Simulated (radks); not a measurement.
**Yb in [Xe] 4f14 6s2: an all-electron calculation**

One table from this session's results is given with a row withheld; the runs are named, their logs left out.

Program: radks (a radial shooting solver on a logarithmic mesh, Libxc functionals) version 1. Level of theory: scalar-relativistic Kohn-Sham, AM05, spin-unpolarised, spherical densities, point nucleus. These are calculated values, not measurements, unless marked.

### What is computed

* element: ytterbium (Z = 70)
* charge: 0
* electrons: 70
* configuration: [Xe] 4f14 6s2

Outer shells as boxes (Hund's rule):

Yb
```
[Xe] core
4f [↑↓][↑↓][↑↓][↑↓][↑↓][↑↓][↑↓]
6s [↑↓]
```

The first run:

Input:

```text
Z 70
configuration [Xe] 4f14 6s2 5d0 6p0
relativity scalar-relativistic
functional am05,am05
spin unpolarised
nucleus point
c 137.035999084
```

Run with:

```bash
> python run_ks.py task.json out
```

The same process makes all the runs of this session.

One of the session's tables, all rows but one given; the rest of the session is left out.

It belongs to the step «Radial structure». Sizes of the orbitals, from the radial functions (bohr):

| level | <r> | outermost maximum (interpolated) | 90 % within | nodes |
| --- | --- | --- | --- | --- |
| 1s | 0.01967 | 0.0124 | 0.0357 | 0 |
| 2s | 0.08337 | 0.0706 | 0.129 | 1 |
| 2p | 0.07417 | 0.0576 | 0.121 | 0 |
| 3s | 0.2169 | 0.200 | 0.318 | 2 |
| 3p | 0.2164 | 0.197 | 0.324 | 1 |
| 3d | 0.1961 | 0.160 | 0.305 | 0 |
| 4s | 0.4881 | 0.455 | 0.702 | 3 |
| 4p | 0.5185 | 0.476 | 0.755 | 2 |
| 4d | 0.5603 | 0.491 | 0.843 | 1 |
| 5s | ? | ? | ? | ? |
| 5p | 1.450 | 1.23 | 2.15 | 3 |
| 6s | 3.917 | 3.28 | 5.85 | 5 |
| 4f | 0.7906 | 0.483 | 1.39 | 0 |
| 6p | 5.891 | 4.66 | 9.08 | 4 |
| 5d | 3.889 | 2.11 | 6.93 | 2 |

Estimate the missing values for 5s.

As computed: <r>: 1.208; outermost maximum (interpolated): 1.07; 90 % within: 1.75; nodes: 4. In the column «<r>» it lies between 4f (0.7906) and 5p (1.450).
